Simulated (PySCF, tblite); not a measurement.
**C₇H₁₀F₂: geometry, infrared bands and NMR shifts**

What infrared bands and NMR shifts should C₇H₁₀F₂ (`F[C@@H]1C[C@]2(F)CC[C@H]1C2`) show?

Programs: tblite 0.8.0 and PySCF 2.14.0, with density-fitted response routines of our own. Each step states its level of theory. These are calculated values for one molecule in the gas phase, unless marked as measured. Atoms are numbered from 0 throughout.

### Step 1. The starting structure

19 atoms, charge 0, multiplicity 1; geometry from: force field or distance geometry start.

Bonds of the start (Å): F0–C1 1.38, C1–C2 1.51, C2–C3 1.50, C3–F4 1.33, C3–C5 1.52, C5–C6 1.53, C6–C7 1.50, C7–C8 1.53, C7–C1 1.51, C8–C3 1.52, C1–H9 1.12, C2–H10 1.10, C2–H11 1.11, C5–H12 1.09, C5–H13 1.11, C6–H14 1.09, C6–H15 1.10, C7–H16 1.08, C8–H17 1.10, C8–H18 1.10.

### Step 2. Geometry optimisation with GFN2-xTB

The job: settings as JSON, then the geometry in Å.

```
{"job": {"kind": "relax", "xc": "GFN2-xTB", "basis": "xTB"}, "charge": 0, "multiplicity": 1}
F     -0.828200    -1.151800     1.944300
C     -0.940600    -0.034000     1.136100
C     -1.472900    -0.420700    -0.225100
C     -0.324800    -0.043700    -1.115700
F     -0.570000     0.015800    -2.420800
C      0.822400    -0.952300    -0.707300
C      1.487100    -0.246200     0.471400
C      0.379900     0.669400     0.915200
C      0.100100     1.265400    -0.466000
H     -1.672100     0.701200     1.558000
H     -1.750200    -1.485600    -0.262400
H     -2.358100     0.201200    -0.473800
H      1.505600    -1.072900    -1.548600
H      0.490300    -1.967600    -0.422500
H      1.863900    -0.914000     1.239600
H      2.272600     0.405400     0.054900
H      0.645500     1.409100     1.661700
H      1.046200     1.613700    -0.900000
H     -0.706500     2.016900    -0.446300
```

On the command line:

```bash
OMP_NUM_THREADS=1 python probes_run.py task.json out
```

This one command runs all jobs of the session in turn.

**Question.** This job is followed by: GFN2-xTB harmonic vibrations, gas phase; GIAO PBE0/pcSseg-1 NMR shielding, non-relativistic, gas phase. What will the session give for the following? strongest single infrared mode (GFN2-xTB); zero-point energy (GFN2-xTB); 13C shifts against TMS (PBE0/pcSseg-1); 1H shifts against TMS (PBE0/pcSseg-1); 19F shifts against CFCl3 (PBE0/pcSseg-1); surface potential, 1st and 99th percentile.

As calculated:

| quantity | value |
| --- | --- |
| strongest single infrared mode (GFN2-xTB) | 1120 cm⁻¹, 69 km/mol |
| zero-point energy (GFN2-xTB) | 99.3 kcal/mol |
| 13C shifts against TMS (PBE0/pcSseg-1) | 104.2, 94.4, 44.7, 42.0, 41.4, 35.1, 23.2 ppm |
| 1H shifts against TMS (PBE0/pcSseg-1) | 5.22, 2.33, 2.23, 2.10, 2.02, 1.80, 1.73, 1.72, 1.60, 1.38 ppm |
| 19F shifts against CFCl3 (PBE0/pcSseg-1) | -203.1, -210.4 ppm |
| surface potential, 1st and 99th percentile | -1.02 V and 0.94 V |

**Reading.** The optimisation took 54 steps and gained 0.537 eV; among the close pairs (by a distance rule), C3–F4 changed most, from 1.329 to 1.374 Å. No mode is imaginary among the 51: a minimum at this level. The strongest single mode, at 1120 cm⁻¹, is spread over many atoms; the largest shares are those of C3, H11. Unscaled tight-binding wavenumbers are off by several per cent, some by more. Its intensities can rank the bands wrongly. C3 (fully substituted sp3 carbon bonded to F) lies farthest downfield among carbon, at 104.2 ppm; pulled downfield by the heteroatom. The most deshielded hydrogen is H9 (hydrogen on an sp3 CH bonded to F), at 5.22 ppm: its carbon carries F, an electronegative neighbour. At PBE0/pcSseg-1: The largest span, 100 ppm, is at C3, where the paramagnetic term is -158 ppm.
